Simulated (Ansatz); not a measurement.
# CH6AlGa: how energies converge with the basis set

How large a basis does CH6AlGa need? Two functionals are run in growing sets.

The runs use Ansatz 0.2.0, Gaussian basis; one geometry, several basis sets.

Plan: PBE0-D4/def2-SVP; ωB97M-V/def2-SVP; PBE0-D4/def2-QZVPP; ωB97M-V/def2-QZVPP; the functionals' def2-TZVPP values are taken from earlier runs.

## 1. The relaxed structure

The geometry comes from an earlier relaxation with PBE0-D4 in a triple-zeta def2 set; it is a stationary point, not always the lowest conformer.

9 atoms, charge 0, spin multiplicity 1.

Atoms are counted from 1 here; the program's logs count them from 0.

Bond lengths: C1–Al3 1.948 Å, C1–H4 1.093 Å, C1–H5 1.093 Å, C1–H6 1.093 Å, Ga2–Al3 2.512 Å, Al3–H7 1.685 Å, Al3–H8 1.685 Å, Al3–H9 1.685 Å. Angles: Al3–C1–H4 111.1°, Al3–C1–H5 111.1°, Al3–C1–H6 111.1°, H4–C1–H5 107.8°, H4–C1–H6 107.8°, H5–C1–H6 107.8°, C1–Al3–Ga2 180.0°, C1–Al3–H7 126.9°, C1–Al3–H8 126.9°, C1–Al3–H9 126.9°, Ga2–Al3–H7 53.1°, Ga2–Al3–H8 53.1°, Ga2–Al3–H9 53.1°, H7–Al3–H8 87.6°, H7–Al3–H9 87.6°, H8–Al3–H9 87.6°.

## 2. PBE0-D4 in def2-SVP

in.yaml

```yaml
crystal:
  periodic: [false, false, false]
  atoms:
    - {symbol: C, position_ang: [-1.076949, 1.117513, 0.124482]}
    - {symbol: Ga, position_ang: [2.015211, -2.076717, -0.235064]}
    - {symbol: Al, position_ang: [0.273510, -0.277459, -0.032600]}
    - {symbol: H, position_ang: [-0.616420, 2.090915, 0.313138]}
    - {symbol: H, position_ang: [-1.666891, 1.198385, -0.792368]}
    - {symbol: H, position_ang: [-1.764895, 0.907448, 0.947767]}
    - {symbol: H, position_ang: [1.511703, -0.363510, -1.171641]}
    - {symbol: H, position_ang: [0.006201, -1.918814, -0.301676]}
    - {symbol: H, position_ang: [1.407030, -0.723961, 1.130863]}
basis:
  gaussian: {orbitals: def2-SVP}
hamiltonian: {xc: pbe0, dispersion: d4}
output: {orbitals: {seedname: orbitals}}
```

Launch:

```
$ ansatz run in.yaml --threads 2 --pin off --events-out ev --progress --plain --max-ram 4352MiB
```

After this run come: ωB97M-V in def2-SVP; PBE0-D4 in def2-QZVPP; ωB97M-V in def2-QZVPP.

Q: Predict the results of all the runs planned. Wanted: PBE0-D4: double and triple zeta above quadruple; ωB97M-V: double and triple zeta above quadruple.

The runs gave:

```
                                       quantity           value
PBE0-D4: double and triple zeta above quadruple  11.76, 1.45 eV
ωB97M-V: double and triple zeta above quadruple  11.80, 1.40 eV
```

**Reading.** For PBE0-D4 the step from double to triple zeta gains 10.32 eV and the next only 1.45 eV. These are total energies; as a rule much of such shifts cancels in differences, which this series doesn't test.
